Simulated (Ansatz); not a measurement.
# FePb2O4: the cost of one run

Program: Ansatz 0.2.0. Level of theory: DFT PBE, scalar-relativistic, plane waves, PAW, unless a step names another level. These are calculated values, not measurements.

3 further runs of the same task are left out: 2 that didn't finish, 1 set aside as unsound or not needed.

### 1 The system as given

Symmetry: I4/mmm, No. 139, tetragonal system. Conventional cell: a = 3.901 Å, b = 3.901 Å, c = 12.785 Å, α = 90.00°, β = 90.00°, γ = 90.00°. Fe (site symmetry 4/mmm) has 6 O at 1.89 to 1.95 Å as nearest neighbours. Pb (site symmetry 4mm) has 9 O at 2.66 to 2.76 Å as nearest neighbours. Around O (site symmetry mmm) lie 2 Fe at 1.95 Å and 4 Pb at 2.66 Å. O (site symmetry 4mm) has 1 Fe at 1.89 Å and 5 Pb at 2.69 to 2.76 Å as nearest neighbours.

Coordinates:

```cif
data_structure
_symmetry_space_group_name_H-M 'P 1'
_symmetry_Int_Tables_number 1
_cell_length_a 6.9624
_cell_length_b 6.9624
_cell_length_c 6.9624
_cell_angle_alpha 147.462
_cell_angle_beta 147.462
_cell_angle_gamma 46.680
_cell_volume 97.28
loop_
_atom_site_label
_atom_site_type_symbol
_atom_site_fract_x
_atom_site_fract_y
_atom_site_fract_z
_atom_site_occupancy
Fe1 Fe 0.00000 0.00000 0.00000 1
Pb1 Pb 0.35822 0.35822 0.00000 1
Pb2 Pb 0.64178 0.64178 0.00000 1
O1 O 0.50000 0.00000 0.50000 1
O2 O 0.00000 0.50000 0.50000 1
O3 O 0.85218 0.85218 0.00000 1
O4 O 0.14782 0.14782 0.00000 1
```

It came out lowest among 17 distinct ends of the trial cells. At a tolerance of 0.05 Å it has space group I4/mmm (No. 139). Site moments: 2.6 0.0 0.0 0.1 0.1 0.1 0.1 μB.

### 2 Bands, states and charges

File input.yaml:

```yaml
crystal:
  lattice:
    - [-1.9504750774, 1.9504750774, 6.3926631727]
    - [1.9504750774, -1.9504750774, 6.3926631727]
    - [1.9504750774, 1.9504750774, -6.3926631727]
  atoms:
    - { symbol: Fe, position: [0.0, 0.0, 0.0], spin: 2.9 }
    - { symbol: Pb, position: [0.3582246751, 0.3582246751, 0.0] }
    - { symbol: Pb, position: [0.6417753249, 0.6417753249, 0.0] }
    - { symbol: O, position: [0.5, 0.0, 0.5] }
    - { symbol: O, position: [0.0, 0.5, 0.5] }
    - { symbol: O, position: [0.8521833768, 0.8521833768, 0.0] }
    - { symbol: O, position: [0.1478166232, 0.1478166232, 0.0] }
basis:
  ecutwfc: 420
kpoints:
  mp_grid: { grid: [12, 12, 12] }
  band_path:
    path:
      - [[0.0, 0.0, 0.0], [0.0, 0.0, 0.5], [0.25, 0.25, 0.25], [0.0, 0.5, 0.0], [0.0, 0.0, 0.0], [0.5, 0.5, -0.5], [0.27327326, 0.72672674, -0.27327326]]
      - [[-0.27327326, 0.27327326, 0.27327326], [0.0, 0.0, 0.0]]
      - [[0.0, 0.0, 0.5], [-0.04654652, 0.04654652, 0.5]]
      - [[0.5, 0.5, -0.04654652], [0.5, 0.5, -0.5]]
    npoints: 14
hamiltonian:
  xc: pbe
scf:
  occupations: { method: gaussian, width: 0.1 }
  n_extra_bands: 17
output:
  forces: true
  stress: true
  eigenvalues: true
  populations: true
  dos: { projected: true, de: 0.02, nscf_kmesh: { grid: [15, 15, 15] } }
  bader: true
  write_density: true
  write_potential: true
  elf: true
  volumetric_format: npy
magnetization:
  spin_polarized: true
checkpoint:
  read: start.run
  write: ck
  compress: false
  write_wavefunctions: false
  write_every: 100000
```

Launch:

```sh
$ ansatz run input.yaml --threads 1 --pin off --max-ram 2560MiB --backend cpu --events-out ev --progress --plain --runs-dir out
```

**Question.** How long does this run take on 1 thread of Intel Xeon Platinum 8259CL at 2.50GHz (Skylake/Cascade Lake), shared host, and how much memory does it need?

About 4.7 min, with a peak of 1.4 GiB.
